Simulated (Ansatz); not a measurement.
Write the native input for Ansatz 0.2.0 that does the following.

- Task: band structure
- Functional: BLYP
- Potentials or basis: Ansatz PAW
- Cutoff: 420 eV (not typed: the program's choice for these potentials)
- k mesh: 5 × 5 × 4
- Occupations: fermi-dirac, width 0.05 eV
- Spin: no spin polarisation
- Path: [["X", "G", "Y"], ["L", "G", "Z"], ["N", "G", "M"], ["R", "G"]]
- Points for each segment of the path: 10

Crystal: Hf2Pd2Se2Br2O3.

```
Hf Pd Se Br O
1.0
     5.60663   -0.09346   -0.01409
     1.61393    5.33512    0.00251
     1.36916    1.91529    8.31543
Hf Pd Se Br O
2 2 2 2 3
Cartesian
  2.3902 3.4984 0.1883
  6.1995 3.6586 8.1156
  1.4915 3.6252 4.1590
  0.6846 0.9576 4.1577
  1.0298 2.2924 2.1069
  7.5599 4.8645 6.1970
  4.2949 3.5785 4.1519
  3.4879 0.9109 4.1507
  4.3489 3.6281 7.6532
  4.2408 3.5289 0.6507
  0.0000 0.0000 0.0000
```

The cell was built by a generator and needn't be a form met in nature.

The input as run:

input.yaml

```yaml
crystal:
  lattice:
    - [5.60663, -0.09346, -0.01409]
    - [1.61393, 5.33512, 0.00251]
    - [1.36916, 1.91529, 8.31543]
  atoms:
    - { symbol: Hf, position: [0.23317, 0.65161, 0.02284] }
    - { symbol: Hf, position: [0.76683, 0.34839, 0.97716] }
    - { symbol: Pd, position: [0.0, 0.5, 0.5] }
    - { symbol: Pd, position: [0.0, 0.0, 0.5] }
    - { symbol: Se, position: [0.02419, 0.33917, 0.25331] }
    - { symbol: Se, position: [0.97581, 0.66083, 0.74669] }
    - { symbol: Br, position: [0.5, 0.5, 0.5] }
    - { symbol: Br, position: [0.5, 0.0, 0.5] }
    - { symbol: O, position: [0.44792, 0.35724, 0.92101] }
    - { symbol: O, position: [0.55208, 0.64276, 0.07899] }
    - { symbol: O, position: [0.0, 0.0, 0.0] }
hamiltonian:
  xc: blyp
  pseudopotentials: { kind: paw }
kpoints:
  mp_grid: { grid: [5, 5, 4] }
  band_path:
    path:
      - [[0.0, 0.0, 0.5], [0.0, 0.0, 0.0], [0.5, 0.0, 0.0]]
      - [[0.5, 0.0, 0.5], [0.0, 0.0, 0.0], [0.0, 0.5, 0.0]]
      - [[0.0, 0.5, 0.5], [0.0, 0.0, 0.0], [0.5, 0.5, 0.0]]
      - [[0.5, 0.5, 0.5], [0.0, 0.0, 0.0]]
    npoints: 10
scf:
  occupations: { method: fermi_dirac, width: 0.05 }
  n_extra_bands: 27
output:
  forces: true
  stress: true
  eigenvalues: true
  fatbands: false
  write_density: true
  write_potential: true
  elf: true
  volumetric_format: npy
```

Potentials or basis: Ansatz PAW.

Launch:

```console
$ ansatz run input.yaml --threads 8 --pin off --max-ram 20480MiB --backend cpu --events-out ev --progress --plain --runs-dir out
```

Results of the run:

```json
{
  "Pressure": "3.6 GPa",
  "Largest force": "0.360 eV/Å",
  "Band gap on the k mesh": "none (metal or under the smearing width)"
}
```

Caveat: spin-orbit coupling is left out, which moves the levels of the heavy elements; the PAW data sets come from PBE, with cores solved anew for the run's functional, which leaves a small shift of forces and pressure.

It took 26 s on 8 threads of Arm Neoverse V1, on a shared host, peak memory 2.1 GiB.
